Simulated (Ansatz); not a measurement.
Nudged elastic band run: C, charge -2

input.yaml

```yaml
crystal:
  lattice:
    - [7.14, 0.0, 0.0]
    - [0.0, 7.14, 0.0]
    - [0.0, 0.0, 7.14]
  atoms:
    - { symbol: C, position: [0.50022796, -0.00031644, 0.00040701] }
    - { symbol: C, position: [0.62542691, 0.1249422, 0.12533353] }
    - { symbol: C, position: [0.75159185, 0.24933556, 1.405e-05] }
    - { symbol: C, position: [0.87984095, 0.36334457, 0.11402044] }
    - { symbol: C, position: [0.74989566, -0.00063742, 0.2500395] }
    - { symbol: C, position: [0.87436451, 0.12494154, 0.37474475] }
    - { symbol: C, position: [-0.00043678, -0.00095979, 0.00040778] }
    - { symbol: C, position: [0.1255725, 0.12380515, 0.1256722] }
    - { symbol: C, position: [0.25079453, 0.25018206, 0.00085947] }
    - { symbol: C, position: [0.37736599, 0.37562149, 0.12629809] }
    - { symbol: C, position: [0.5033058, 0.50168625, 0.00184227] }
    - { symbol: C, position: [0.61995372, 0.63537834, 0.11402029] }
    - { symbol: C, position: [0.74819878, 0.74938959, 1.298e-05] }
    - { symbol: C, position: [0.87436385, 0.87378268, 0.12533316] }
    - { symbol: C, position: [0.24989529, -0.00063821, 0.25003796] }
    - { symbol: C, position: [0.37422037, 0.12380615, 0.37440499] }
    - { symbol: C, position: [0.50330658, 0.25116592, 0.25236366] }
    - { symbol: C, position: [0.61995746, 0.36334703, 0.38605481] }
    - { symbol: C, position: [0.87983435, 0.63537738, 0.38605318] }
    - { symbol: C, position: [0.50022653, -0.00095871, 0.49967081] }
    - { symbol: C, position: [0.62576417, 0.12281525, 0.626586] }
    - { symbol: C, position: [0.7481993, 0.24933536, 0.50006603] }
    - { symbol: C, position: [0.87436565, 0.37465438, 0.62445684] }
    - { symbol: C, position: [0.74989589, -0.00063857, 0.7500389] }
    - { symbol: C, position: [0.87402782, 0.12281557, 0.87349427] }
    - { symbol: C, position: [-0.0035155, 0.49703879, 0.00184385] }
    - { symbol: C, position: [0.122426, 0.62310294, 0.12629793] }
    - { symbol: C, position: [0.24899637, 0.74854128, 0.00085935] }
    - { symbol: C, position: [0.37422001, 0.87491701, 0.12567271] }
    - { symbol: C, position: [-0.00351614, 0.25116649, 0.24771462] }
    - { symbol: C, position: [0.12242721, 0.37562008, 0.37377958] }
    - { symbol: C, position: [0.24989572, 0.49936168, 0.25003858] }
    - { symbol: C, position: [0.37736524, 0.62310454, 0.37377956] }
    - { symbol: C, position: [0.50330608, 0.74755908, 0.24771416] }
    - { symbol: C, position: [0.62542615, 0.87378309, 0.37474523] }
    - { symbol: C, position: [-0.00043526, -0.00031632, 0.49967028] }
    - { symbol: C, position: [0.124585, 0.12479548, 0.62460401] }
    - { symbol: C, position: [0.24899696, 0.25018107, 0.49921787] }
    - { symbol: C, position: [0.37422049, 0.37499464, 0.62559394] }
    - { symbol: C, position: [0.50330288, 0.49703792, 0.49823793] }
    - { symbol: C, position: [0.62542583, 0.62406923, 0.62445716] }
    - { symbol: C, position: [0.75159181, 0.74938944, 0.50006499] }
    - { symbol: C, position: [0.87402633, 0.8759091, 0.62658548] }
    - { symbol: C, position: [0.24989521, -0.00063823, 0.75003958] }
    - { symbol: C, position: [0.37520604, 0.12479589, 0.8754738] }
    - { symbol: C, position: [0.50022637, 0.24972784, 0.75035986] }
    - { symbol: C, position: [0.62542668, 0.37465441, 0.87562256] }
    - { symbol: C, position: [0.74989543, 0.49936234, 0.75003996] }
    - { symbol: C, position: [0.87436482, 0.62406908, 0.87562188] }
    - { symbol: C, position: [-0.00351531, 0.74755887, 0.25236326] }
    - { symbol: C, position: [0.12557075, 0.87491824, 0.37440541] }
    - { symbol: C, position: [-0.00351095, 0.50168565, 0.49823773] }
    - { symbol: C, position: [0.12556974, 0.62372922, 0.62559325] }
    - { symbol: C, position: [0.25079338, 0.74854269, 0.49921804] }
    - { symbol: C, position: [0.37520535, 0.87392757, 0.62460522] }
    - { symbol: C, position: [-0.00043373, 0.24972801, 0.74971951] }
    - { symbol: C, position: [0.12557612, 0.37499356, 0.8744794] }
    - { symbol: C, position: [0.24989564, 0.49936166, 0.7500387] }
    - { symbol: C, position: [0.37421633, 0.62372998, 0.87448097] }
    - { symbol: C, position: [0.50022514, 0.74899643, 0.74971861] }
    - { symbol: C, position: [0.62576355, 0.87590893, 0.87349372] }
    - { symbol: C, position: [-0.00043544, 0.74899608, 0.75035991] }
    - { symbol: C, position: [0.12458397, 0.87392735, 0.87547362] }
total_charge: -2
basis:
  ecutwfc: 420.0
kpoints:
  mp_grid: { grid: [2, 2, 2] }
hamiltonian:
  xc: lda
  pseudopotentials: { kind: paw, azcp: { folder: soft_1 } }
scf:
  occupations: { method: gaussian, width: 0.02 }
  lower_state_search: "off"
neb:
  images: 5
  f_tol: 0.05
  initial_path: idpp
  max_iterations: 80
  optimiser: lbfgs
  final_atoms:
    - { symbol: C, position: [0.50035118, -0.00035118, 0.00035118] }
    - { symbol: C, position: [0.62543628, 0.12446043, 0.12543628] }
    - { symbol: C, position: [0.75073696, 0.24896392, -0.00103608] }
    - { symbol: C, position: [0.87290866, 0.37667414, 0.12667414] }
    - { symbol: C, position: [0.75064158, -0.00115034, 0.25064158] }
    - { symbol: C, position: [0.875, 0.125, 0.375] }
    - { symbol: C, position: [-0.00073696, 0.00103608, -0.00103608] }
    - { symbol: C, position: [0.12456372, 0.12553957, 0.12543628] }
    - { symbol: C, position: [0.24964882, 0.25035118, 0.00035118] }
    - { symbol: C, position: [0.37446043, 0.37543628, 0.12543628] }
    - { symbol: C, position: [0.49896392, 0.50073696, -0.00103608] }
    - { symbol: C, position: [0.62667414, 0.62290866, 0.12667414] }
    - { symbol: C, position: [0.75064158, 0.74935842, 0.00115034] }
    - { symbol: C, position: [0.87709134, 0.87332586, 0.12667414] }
    - { symbol: C, position: [0.25103608, 0.00103608, 0.25073696] }
    - { symbol: C, position: [0.375, 0.125, 0.375] }
    - { symbol: C, position: [0.49896392, 0.24896392, 0.25073696] }
    - { symbol: C, position: [0.62667414, 0.37667414, 0.37290866] }
    - { symbol: C, position: [0.74055699, 0.49055699, 0.24055699] }
    - { symbol: C, position: [0.49896392, 0.00103608, 0.49926304] }
    - { symbol: C, position: [0.62543628, 0.12553957, 0.62456372] }
    - { symbol: C, position: [0.75064158, 0.25115034, 0.49935842] }
    - { symbol: C, position: [0.87709134, 0.37667414, 0.62332586] }
    - { symbol: C, position: [0.75073696, 0.00103608, 0.75103608] }
    - { symbol: C, position: [0.875, 0.125, 0.875] }
    - { symbol: C, position: [-0.00064158, 0.50064158, 0.00115034] }
    - { symbol: C, position: [0.12332586, 0.62709134, 0.12667414] }
    - { symbol: C, position: [0.25103608, 0.74926304, -0.00103608] }
    - { symbol: C, position: [0.37553957, 0.87456372, 0.12543628] }
    - { symbol: C, position: [-0.00064158, 0.25115034, 0.25064158] }
    - { symbol: C, position: [0.12332586, 0.37667414, 0.37709134] }
    - { symbol: C, position: [0.24884966, 0.50064158, 0.25064158] }
    - { symbol: C, position: [0.375, 0.625, 0.375] }
    - { symbol: C, position: [0.50115034, 0.74935842, 0.25064158] }
    - { symbol: C, position: [0.62667414, 0.87332586, 0.37709134] }
    - { symbol: C, position: [-0.00064158, -0.00115034, 0.49935842] }
    - { symbol: C, position: [0.12456372, 0.12446043, 0.62456372] }
    - { symbol: C, position: [0.25103608, 0.24896392, 0.49926304] }
    - { symbol: C, position: [0.37553957, 0.37543628, 0.62456372] }
    - { symbol: C, position: [0.50115034, 0.50064158, 0.49935842] }
    - { symbol: C, position: [0.62667414, 0.62709134, 0.62332586] }
    - { symbol: C, position: [0.74055699, 0.75944301, 0.50944301] }
    - { symbol: C, position: [0.87290866, 0.87332586, 0.62332586] }
    - { symbol: C, position: [0.24964882, -0.00035118, 0.74964882] }
    - { symbol: C, position: [0.375, 0.125, 0.875] }
    - { symbol: C, position: [0.50035118, 0.25035118, 0.74964882] }
    - { symbol: C, position: [0.62543628, 0.37543628, 0.87446043] }
    - { symbol: C, position: [0.75064158, 0.50064158, 0.74884966] }
    - { symbol: C, position: [0.875, 0.625, 0.875] }
    - { symbol: C, position: [0.00944301, 0.75944301, 0.24055699] }
    - { symbol: C, position: [0.12332586, 0.87332586, 0.37290866] }
    - { symbol: C, position: [0.00944301, 0.49055699, 0.50944301] }
    - { symbol: C, position: [0.12332586, 0.62290866, 0.62332586] }
    - { symbol: C, position: [0.24884966, 0.74935842, 0.49935842] }
    - { symbol: C, position: [0.37446043, 0.87456372, 0.62456372] }
    - { symbol: C, position: [-0.00073696, 0.24896392, 0.75103608] }
    - { symbol: C, position: [0.12456372, 0.37543628, 0.87553957] }
    - { symbol: C, position: [0.25103608, 0.50073696, 0.75103608] }
    - { symbol: C, position: [0.375, 0.625, 0.875] }
    - { symbol: C, position: [0.49896392, 0.74926304, 0.75103608] }
    - { symbol: C, position: [0.62543628, 0.87456372, 0.87553957] }
    - { symbol: C, position: [-0.00064158, 0.74935842, 0.74884966] }
    - { symbol: C, position: [0.12456372, 0.87456372, 0.87446043] }
  order_check: true
```

Command:

```bash
$ ansatz run input.yaml --threads 4 --pin off --max-ram 10240MiB --backend cpu --events-out ev --progress --plain --runs-dir out
```

Output, in part (warnings, iteration lines):

```
NEB end point (image 0): max|allowed force component| = 1.158e-3 eV/Å (the criterion of neb.relax_end_points is 1.000e-2)
NEB end point (image 6): max|allowed force component| = 2.076e-2 eV/Å (the criterion of neb.relax_end_points is 1.000e-2)
NEB iter   1: max|band force component| = 3.076e0 eV/Å  barrier→ = 3.4580 eV  barrier← = 3.4345 eV  Δτ_max = 0.0632 Å  (69 SCF iters)
NEB iter   2: max|band force component| = 1.378e0 eV/Å  barrier→ = 2.6833 eV  barrier← = 2.6598 eV  Δτ_max = 0.1032 Å  (41 SCF iters)
NEB iter   3: max|band force component| = 8.906e-1 eV/Å  barrier→ = 2.2117 eV  barrier← = 2.1882 eV  Δτ_max = 0.0248 Å  (40 SCF iters)
NEB iter   4: max|band force component| = 6.855e-1 eV/Å  barrier→ = 2.1399 eV  barrier← = 2.1165 eV  Δτ_max = 0.0119 Å  (36 SCF iters)
NEB iter   5: max|band force component| = 3.122e-1 eV/Å  barrier→ = 2.0864 eV  barrier← = 2.0629 eV  CI = image 3  Δτ_max = 0.0063 Å  (35 SCF iters)
NEB iter   6: max|band force component| = 2.660e-1 eV/Å  barrier→ = 2.0758 eV  barrier← = 2.0523 eV  CI = image 3  Δτ_max = 0.0167 Å  (32 SCF iters)
NEB iter   7: max|band force component| = 1.897e-1 eV/Å  barrier→ = 2.0630 eV  barrier← = 2.0395 eV  CI = image 3  Δτ_max = 0.0180 Å  (34 SCF iters)
NEB iter   8: max|band force component| = 1.713e-1 eV/Å  barrier→ = 2.0531 eV  barrier← = 2.0296 eV  CI = image 3  Δτ_max = 0.0211 Å  (33 SCF iters)
[... lines left out ...]
NEB iter  19: max|band force component| = 1.118e-1 eV/Å  barrier→ = 2.0346 eV  barrier← = 2.0112 eV  CI = image 3  Δτ_max = 0.0020 Å  (32 SCF iters)
NEB iter  20: max|band force component| = 9.918e-2 eV/Å  barrier→ = 2.0344 eV  barrier← = 2.0110 eV  CI = image 3  Δτ_max = 0.0037 Å  (30 SCF iters)
NEB iter  21: max|band force component| = 7.533e-2 eV/Å  barrier→ = 2.0342 eV  barrier← = 2.0107 eV  CI = image 3  Δτ_max = 0.0103 Å  (30 SCF iters)
```

The run converged. By the program's own check the climbing image is of a kind that is not told: the force calls were inconclusive, a negative curvature could not be distinguished from the path's own, the only one lies far off the path, or fixed occupations may fill a level only in part (lowest curvatures found: -7.12 and 1.41 eV/Å²). Limits of this set-up: coarse k mesh, PAW files made for another functional, no spin, though dangling bonds at a vacancy may carry it, a typed lattice constant that wasn't relaxed here, charged cell in a uniform background, uncorrected.

Final band (atoms are numbered from 1 in the order of the input):

| image | path coordinate (Å) | energy (eV) | C19–C42 (Å) | C19–C50 (Å) | C19–C52 (Å) |
| --- | --- | --- | --- | --- | --- |
| 0 | 0.00 | 0.00 | 1.47 | 1.50 | 1.50 |
| 1 | 0.37 | 0.53 | 1.61 | 1.55 | 1.51 |
| 2 | 0.73 | 1.62 | 1.86 | 1.69 | 1.60 |
| 3 | 1.09 | 2.03 | 2.14 | 1.94 | 1.70 |
| 4 | 1.45 | 1.64 | 2.33 | 2.24 | 2.02 |
| 5 | 1.81 | 0.56 | 2.56 | 2.49 | 2.38 |
| 6 | 2.16 | 0.02 | 2.72 | 2.72 | 2.72 |

The run took 16 min on 4 threads of Intel(R) Xeon(R) Platinum 8124M CPU @ 3.00GHz (Skylake/Cascade Lake) (shared host), peak memory 3.2 GiB.
